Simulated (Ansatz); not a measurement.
MnPt2 in Ansatz: the effect of functional

Crystal: MnPt2.

```
Pt Mn
1.0
     2.91447    0.00000    0.00000
    -1.45723    2.52400    0.00000
     0.00000    0.00000    6.66062
Pt Mn
2 1
Direct
  0.66667 0.33333 0.31621
  0.33333 0.66667 0.68379
  0.00000 0.00000 0.00000
```

The cell comes from a database or a generator and needn't be the stable form of this composition.

The cell isn't the ideal one: volume scaled by 1.06.

Alike in all runs:

* Program: Ansatz 0.2.0
* Task: single point
* Potentials or basis: Ansatz PAW
* k mesh: 11 × 11 × 4
* Occupations: fermi-dirac, width 0.05 eV
* Spin: collinear spin, ferromagnetic start
* Starting moments: [0.0, 0.0, 4.0] μB

Question: One run gave: pressure -9.6 GPa; moment 4.68 μB; largest force 0.10 eV/Å. Which functional did it use?
A. r2SCAN
B. PBE
C. LDA

Answer: B.

```tsv
functional	cutoff	pressure (GPa)	moment (μB)	largest force (eV/Å)
LDA	420 eV (not typed: the program's choice for these potentials)	-22.6	4.55	0.19
r2SCAN	500 eV (not typed: the program's choice for these potentials)	-11.9	4.83	0.10
PBE	420 eV (not typed: the program's choice for these potentials)	-9.6	4.68	0.10
```

Caveats: the PAW data sets come from PBE, with cores solved anew for the run's functional, which leaves a small shift of forces and pressure (some runs); the magnetic or orbital state may not be the lowest (some runs).
